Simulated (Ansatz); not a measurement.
I need a check of PAW against all-electron LAPW of CuPd, space group R-3m. Use the Python package of Ansatz (0.2.0). Level of theory (first run): PBEsol, PAW, the default cutoff (420 eV here), 14×14×14 k-points, cold smearing of 0.1 eV.

```
CELL_PARAMETERS angstrom
1.35458 0.78207 4.21895
-1.35458 0.78207 4.21895
0.00000 -1.56413 4.21895
ATOMIC_POSITIONS crystal
Cu 0.00000 0.00000 0.00000
Pd 0.50000 0.50000 0.50000
```

`paw_lapw_cupd.py`:
```python
# -*- coding: utf-8 -*-
"""Checking the PAW result for CuPd with LAPW."""

import ansatz as az
import numpy as np
import pandas as pd


def count_gap(report):
    # lowest empty less highest filled band, counting bands; zero where they overlap
    return max(report.get("gap_by_band_count_ev") or 0.0, 0.0)

structure = (
    az.Lattice.of([1.354577, 0.782065, 4.218955], [-1.354577, 0.782065, 4.218955], [0.0, -1.56413, 4.218955])
    .atom("Cu", [0.0, 0.0, 0.0])
    .atom("Pd", [0.5, 0.5, 0.5])
)

base = (
    structure.calculation()
    .functional(az.Functional.PBESOL)
    .kpoints(14)
    .occupations("cold")
    .stress()
    .forces()
    .band_table()
)
variants = {
    "PAW": base.pseudopotentials("paw"),
    "LAPW": base.pseudopotentials("all_electron", lapw=True),
}
# totals differ by the cores that each treatment holds, so compare what does not depend on them
rows = []
for label, variant in variants.items():
    rep = variant.run(threads=1).report
    levels = np.array(rep["eigenvalues_ev"][0]) - rep["fermi_energy_ev"]
    print(label, "levels at the first k-point near E_F:", np.round(levels[np.abs(levels) < 5], 3))
    rows.append((label, rep["n_electrons"], np.trace(rep["stress_gpa"]) / 3, count_gap(rep)))
print(pd.DataFrame(rows, columns=["treatment", "electrons in bands", "P GPa", "gap by band count eV"]).round(4).to_string(index=False))
```

Running `python paw_lapw_cupd.py` prints:
```text
DeckWarning: basis.ecutwfc = 420 eV, auto-derived from the records' recommended cutoffs: set by Cu (normal level)
PAW levels at the first k-point near E_F: [-3.002 -3.002 -2.512 -2.512 -2.299 -1.482 -1.482 -0.397 -0.397  0.607]
LAPW levels at the first k-point near E_F: [-3.003 -3.003 -2.513 -2.513 -2.299 -1.482 -1.482 -0.398 -0.398  0.606]
treatment  electrons in bands   P GPa  gap by band count eV
      PAW                37.0 -4.0364                   0.0
     LAPW                47.0 -4.0531                   0.0
```
(Warnings from the package without file and line.)

PAW gives -4.036 GPa and LAPW -4.053 GPa, 0.017 GPa apart. They took 4.5 and 49.6 s of processor time.

A gap by band count of zero or less means overlapping bands, a metal, and at an odd count of electrons it is no gap at all. The structure comes from a database of computed cells and needn't be a stable or known phase. Levels are Kohn-Sham eigenvalues on this mesh, without spin-orbit coupling. Pressure is positive in compression; the treatments may keep other shells as core, so totals and counts of electrons can differ. Run time: 55 s on 1 thread of Intel(R) Xeon(R) 6975P-C (Granite Rapids) (shared host), peak memory 1.3 GiB.
